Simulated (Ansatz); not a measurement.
# Cl4Ge: the cost of one run

The runs use Ansatz 0.2.0, Gaussian basis; PBE0-D4/def2-TZVP structures, single points in def2-TZVPP, no counterpoise correction.

Levels: SPW92, PBE-D4, BLYP-D4, r2SCAN-D4, B97M-V, PBE0-D4, B3LYP-D4, r2SCAN0-D4, BHLYP-D4, CAM-B3LYP-D4, wB97X-V, wB97M-V, B2PLYP, PBE-QIDH, RPA on PBE, Hartree-Fock, MP2, CCSD, CCSD(T).

Correlated methods freeze the cores. Filled d shells of the heavier atoms are correlated. B3LYP uses VWN-RPA correlation. B2PLYP carries no dispersion term here.

94 further runs of the same task are left out: 94 set aside as unsound or not needed.

### 1 Starting geometry

The complex: 7 atoms, charge 0, spin multiplicity 1.

Atoms are counted from 1 here; the program's logs count them from 0.

Bond lengths: Ge1–Cl2 2.115 Å, Ge1–Cl3 2.117 Å, Ge1–Cl4 2.116 Å, Ge1–Cl5 2.116 Å, H6–H7 0.746 Å. Angles: Cl2–Ge1–Cl3 109.4°, Cl2–Ge1–Cl4 109.5°, Cl2–Ge1–Cl5 109.5°, Cl3–Ge1–Cl4 109.4°, Cl3–Ge1–Cl5 109.4°, Cl4–Ge1–Cl5 109.5°.

As a file:

```
Ge    0.78727   -0.84130   -0.54056
Cl   -1.26307   -0.65251   -1.02560
Cl    1.28048    0.54751    0.97914
Cl    1.17359   -2.80414    0.14745
Cl    1.95927   -0.45109   -2.25798
H    -2.28230    2.29053    1.41907
H    -1.65515    1.91119    1.27847
```

Its parts: GeCl4 holds atoms 1, 2, 3, 4, 5; H2 holds atoms 6, 7. Each part counts its atoms afresh in its own runs.

### 2 Relaxing GeCl4 alone

relax-a/in.yaml reads:

```yaml
crystal:
  periodic: [false, false, false]
  atoms:
    - {symbol: Ge, position_ang: [0.787272, -0.841298, -0.540559]}
    - {symbol: Cl, position_ang: [-1.263068, -0.652509, -1.025597]}
    - {symbol: Cl, position_ang: [1.280483, 0.547509, 0.979139]}
    - {symbol: Cl, position_ang: [1.173592, -2.804144, 0.147452]}
    - {symbol: Cl, position_ang: [1.959267, -0.451085, -2.257976]}
basis:
  gaussian: {orbitals: def2-TZVP}
hamiltonian: {xc: pbe0, dispersion: d4}
relax: {f_tol: 0.005, max_steps: 200}
```

The run is started by

```console
$ ansatz run in.yaml --threads 8 --pin off --events-out ev --progress --plain --max-ram 19148MiB
```

Q: Estimate wall time and peak memory on 8 threads of Arm Neoverse V2, shared host.

About 6.5 s, with a peak of 0.74 GiB.
